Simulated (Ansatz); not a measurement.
**Be3Bi2: what a guessed cell relaxes into**

Where does this trial cell of Be3Bi2 go when cell and atoms are let free?

Program: Ansatz 0.2.0. Level of theory: DFT PBE, scalar-relativistic, plane waves, PAW. These are calculated values, not measurements.

## 1. The starting structure

Symmetry: P-3m1, No. 164, trigonal system. Conventional cell: a = 4.162 Å, b = 4.162 Å, c = 6.594 Å, α = 90.00°, β = 90.00°, γ = 120.00°. Around Be (site symmetry -3m) lie 6 Bi at 2.83 Å. Be (site symmetry 3m) is surrounded by 4 Bi at 2.57 to 2.67 Å. Around Bi (site symmetry 3m) lie 7 Be at 2.57 to 2.83 Å.

As a file:

```
Be Bi
1.0
     4.16193    0.00000    0.00000
    -2.08096    3.60434    0.00000
     0.00000    0.00000    6.59421
Be Bi
3 2
Direct
  0.00000 0.00000 0.00000
  0.33333 0.66667 0.36662
  0.66667 0.33333 0.63338
  0.33333 0.66667 0.77187
  0.66667 0.33333 0.22813
```

A structure generator made this guess: species swapped into a database cell of Mg3Sb2 (P-3m1, No. 164), with Be on the Mg sites and Bi on the Sb sites. Its size is a rough estimate.

## 2. A first look at the guess

input.yaml

```yaml
crystal:
  lattice:
    - [4.16192916, 0.0, 0.0]
    - [-2.08096458, 3.60433638, 0.0]
    - [0.0, 0.0, 6.59421247]
  atoms:
    - { symbol: Be, position: [0.0, 0.0, 0.0] }
    - { symbol: Be, position: [0.33333333, 0.66666667, 0.36661553] }
    - { symbol: Be, position: [0.66666667, 0.33333333, 0.63338447] }
    - { symbol: Bi, position: [0.33333333, 0.66666667, 0.77187395] }
    - { symbol: Bi, position: [0.66666667, 0.33333333, 0.22812605] }
basis:
  ecutwfc: 420
kpoints:
  mp_grid: { grid: [6, 6, 4] }
hamiltonian:
  xc: pbe
scf:
  occupations: { method: gaussian, width: 0.1 }
  lower_state_search: "off"
output:
  forces: true
  stress: true
  eigenvalues: true
```

On the command line:

```bash
$ ansatz run input.yaml --threads 1 --pin off --max-ram 2560MiB --backend cpu --events-out ev --progress --plain --runs-dir out
```

Further runs follow: rough relaxation on the coarse mesh; final relaxation.

Before running it: what results should come out? Wanted: conventional cell; volume; energy over the elements; gap on the mesh.

As calculated:

```
                              quantity                                                                       value
symmetry at the end (tolerance 0.05 Å)                                                 space group P-3m1 (No. 164)
                     conventional cell  a = 3.982 Å, b = 3.982 Å, c = 6.980 Å, α = 90.00°, β = 90.00°, γ = 120.00°
                                volume                                                               19.17 Å³/atom
              energy over the elements                                                               +0.59 eV/atom
                       gap on the mesh                                                                none (metal)
```

**Reading.** The space group P-3m1 (No. 164) is kept, and the volume per atom shrinks by 3.1 % from the first guess. With a positive formation energy it can't be a ground state. No finished test with a distortion of lower symmetry is shown, so the end may be a saddle point. The runs treat Bi without spin-orbit coupling.
